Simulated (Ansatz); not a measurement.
# Ir: the cost of one run

Computed with Ansatz 0.2.0 (DFT PBE, scalar-relativistic, plane waves, PAW, unless a step's input says otherwise).

### Step 1. The system as given

It takes space group P3m1 (No. 156, trigonal). Conventional cell: a = 5.430 Å, b = 5.430 Å, c = 26.650 Å, α = 90.00°, β = 90.00°, γ = 120.00°. Ir (site symmetry 3m) has 9 Ir at 2.71 Å as nearest neighbours. Ir (site symmetry m) has 9 Ir at 2.71 Å as nearest neighbours. Ir (site symmetry m) is surrounded by 12 Ir at 2.71 Å. Around Ir (site symmetry 3m) lie 12 Ir at 2.71 Å. Ir (site symmetry m) is surrounded by 11 Ir at 2.71 Å. Ir (site symmetry m) is surrounded by 7 Ir at 2.71 Å.

Structure file:

```cif
data_structure
_symmetry_space_group_name_H-M 'P3m1'
_symmetry_Int_Tables_number 156
_cell_length_a 5.4297
_cell_length_b 5.4297
_cell_length_c 26.6500
_cell_angle_alpha 90.000
_cell_angle_beta 90.000
_cell_angle_gamma 120.000
_cell_volume 680.43
loop_
_atom_site_label
_atom_site_type_symbol
_atom_site_symmetry_multiplicity
_atom_site_Wyckoff_symbol
_atom_site_fract_x
_atom_site_fract_y
_atom_site_fract_z
_atom_site_occupancy
Ir1 Ir 1 b 0.33333 0.66667 0.37523 1
Ir2 Ir 3 d 0.33333 0.16667 0.37523 1
Ir3 Ir 3 d 0.16667 0.83333 0.45841 1
Ir4 Ir 1 c 0.66667 0.33333 0.45841 1
Ir5 Ir 3 d 0.00000 0.50000 0.54159 1
Ir6 Ir 1 a 0.00000 0.00000 0.54159 1
Ir7 Ir 3 d 0.33333 0.16667 0.62477 1
```

Slab cut from the bulk at the bulk's listed lattice constants, lower half held.

### Step 2. Relaxing the atoms

The input, input.yaml:

```yaml
crystal:
  lattice:
    - [5.42973156, 0.0, 0.0]
    - [-2.71486578, 4.70228546, 0.0]
    - [0.0, 0.0, 26.6500358979]
  atoms:
    - { symbol: Ir, position: [0.333333335, 0.166666665, 0.3752340161] }
    - { symbol: Ir, position: [0.333333335, 0.666666665, 0.3752340161] }
    - { symbol: Ir, position: [0.833333335, 0.166666665, 0.3752340161] }
    - { symbol: Ir, position: [0.833333335, 0.666666665, 0.3752340161] }
    - { symbol: Ir, position: [0.166666665, 0.333333335, 0.4584113387] }
    - { symbol: Ir, position: [0.166666665, 0.833333335, 0.4584113387] }
    - { symbol: Ir, position: [0.666666665, 0.333333335, 0.4584113387] }
    - { symbol: Ir, position: [0.666666665, 0.833333335, 0.4584113387] }
    - { symbol: Ir, position: [0.0, 0.0, 0.5415886613] }
    - { symbol: Ir, position: [0.0, 0.5, 0.5415886613] }
    - { symbol: Ir, position: [0.5, 0.0, 0.5415886613] }
    - { symbol: Ir, position: [0.5, 0.5, 0.5415886613] }
    - { symbol: Ir, position: [0.333333335, 0.666666665, 0.6247659839] }
    - { symbol: Ir, position: [0.833333335, 0.166666665, 0.6247659839] }
    - { symbol: Ir, position: [0.833333335, 0.666666665, 0.6247659839] }
basis:
  ecutwfc: 420.0
  fft_grid_basis: typed
kpoints:
  mp_grid: { grid: [6, 6, 1] }
hamiltonian:
  xc: pbe
  pseudopotentials: { kind: paw }
scf:
  occupations: { method: gaussian, width: 0.1 }
output:
  forces: true
  eigenvalues: true
efield:
  axis: 3
  dipole_correction: true
  ramp_width: 0.04
relax:
  adjacent_minimum: "off"
  f_tol: 0.04
  max_steps: 40
  constraints: [{ sites: [0, 1, 2, 3, 4, 5, 6, 7] }]
```

On the command line:

```
> ansatz run input.yaml --threads 4 --pin off --max-ram 8847MiB --backend cpu --events-out ev --progress --plain --runs-dir out
```

Q: Estimate wall time and peak memory on 4 threads of Intel Xeon Platinum 8488C (Sapphire Rapids), shared host.

About 60 s, with a peak of 2.3 GiB.
